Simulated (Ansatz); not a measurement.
# Ru: energy and stress against strain

Aim: for Ru, see how energy and stress answer to the strain pattern (0, 0, 1, 0, 0, 0).

Computed with Ansatz 0.2.0 (DFT PBEsol, scalar-relativistic, plane waves, PAW, unless a step's input says otherwise).

### Step 1. The system as given

The structure is hexagonal, space group P6_3/mmc (No. 194). The conventional cell has a = 2.706 Å, b = 2.706 Å, c = 4.282 Å, α = 90.00°, β = 90.00°, γ = 120.00°. Around Ru (site symmetry -6m2) lie 12 Ru at 2.65 to 2.71 Å.

As a file:

```
CELL_PARAMETERS angstrom
2.70580 0.00000 0.00000
-1.35290 2.34329 0.00000
0.00000 0.00000 4.28190
ATOMIC_POSITIONS crystal
Ru 0.33333 0.66667 0.25000
Ru 0.66667 0.33333 0.75000
```

The cell is taken as given, not relaxed at this level.

### Step 2. Zero of energy

The reference gives a free energy of -11633.0065 eV, pressure -6.26 GPa, largest force 0.000 eV/Å and gap on the mesh none (metal). It was computed beforehand with the settings of the runs below.

### Step 3. Setting up energy and stress against strain

The cell is strained by ε times the Voigt pattern (0, 0, 1, 0, 0, 0) (xx, yy, zz, yz, xz, xy; engineering shear), with fractional coordinates fixed (clamped ions). The stress on the pattern is the sum of the stress components weighted by it, tension positive.

### Step 4. ε = -0.1000

The input, input.yaml:

```yaml
crystal:
  lattice:
    - [2.7057993342, 0.0, 0.0]
    - [-1.3528996671, 2.343290961, 0.0]
    - [0.0, 0.0, 3.85371]
  atoms:
    - { symbol: Ru, position: [0.3333333333, 0.6666666667, 0.25] }
    - { symbol: Ru, position: [0.6666666667, 0.3333333333, 0.75] }
basis:
  ecutwfc: 420
kpoints:
  mp_grid: { grid: [24, 24, 12] }
hamiltonian:
  xc: pbesol
scf:
  occupations: { method: gaussian, width: 0.15 }
output:
  forces: true
  stress: true
  eigenvalues: true
```

The run is started by

```bash
ansatz run input.yaml --threads 1 --pin off --max-ram 2560MiB --backend cpu --events-out ev --progress --plain --runs-dir out
```

### Step 5. ε = 0.0750

Edit input.yaml of step 4 so:

```diff
@@ -4,3 +4,3 @@
     - [-1.3528996671, 2.343290961, 0.0]
-    - [0.0, 0.0, 3.85371]
+    - [0.0, 0.0, 4.6030425]
   atoms:
@@ -20 +20,5 @@
   eigenvalues: true
+  write_density: true
+  write_potential: true
+  elf: true
+  volumetric_format: npy
```

### Step 6. Point ε = -0.0500

Edit input.yaml of step 5 so:

```diff
@@ -4,3 +4,3 @@
     - [-1.3528996671, 2.343290961, 0.0]
-    - [0.0, 0.0, 4.6030425]
+    - [0.0, 0.0, 4.067805]
   atoms:
@@ -20,5 +20 @@
   eigenvalues: true
-  write_density: true
-  write_potential: true
-  elf: true
-  volumetric_format: npy
```

### Step 7. At ε = 0.0250

Edit input.yaml of step 6 so:

```diff
@@ -4,3 +4,3 @@
     - [-1.3528996671, 2.343290961, 0.0]
-    - [0.0, 0.0, 4.067805]
+    - [0.0, 0.0, 4.3889475]
   atoms:
```

### Step 8. At ε = 0.1000

Edit input.yaml of step 7 so:

```diff
@@ -4,3 +4,3 @@
     - [-1.3528996671, 2.343290961, 0.0]
-    - [0.0, 0.0, 4.3889475]
+    - [0.0, 0.0, 4.71009]
   atoms:
```

### Step 9. At ε = -0.0750

Edit input.yaml of step 8 so:

```diff
@@ -4,3 +4,3 @@
     - [-1.3528996671, 2.343290961, 0.0]
-    - [0.0, 0.0, 4.71009]
+    - [0.0, 0.0, 3.9607575]
   atoms:
```

### Step 10. At ε = 0.0500

Edit input.yaml of step 9 so:

```diff
@@ -4,3 +4,3 @@
     - [-1.3528996671, 2.343290961, 0.0]
-    - [0.0, 0.0, 3.9607575]
+    - [0.0, 0.0, 4.495995]
   atoms:
```

### Step 11. ε = -0.0250

Edit input.yaml of step 10 so:

```diff
@@ -4,3 +4,3 @@
     - [-1.3528996671, 2.343290961, 0.0]
-    - [0.0, 0.0, 4.495995]
+    - [0.0, 0.0, 4.1748525]
   atoms:
```

### Step 12. At ε = 0.0875

Edit input.yaml of step 11 so:

```diff
@@ -4,3 +4,3 @@
     - [-1.3528996671, 2.343290961, 0.0]
-    - [0.0, 0.0, 4.1748525]
+    - [0.0, 0.0, 4.65656625]
   atoms:
```

(Steps that only read results are left out.)

What does the calculation give? Wanted: slope of the stress at ε = 0, over ±0.0250.

**Answer**, as computed:

| quantity | value |
| --- | --- |
| slope of the stress at ε = 0, over ±0.0250 | 646 GPa |

In words: From the stress slope, C33 is about 646 GPa with the ions clamped; letting the atoms relax could not make it stiffer. The reference stands under -6.3 GPa, so this is no zero-stress constant. No sampled point lies below the undisturbed cell.
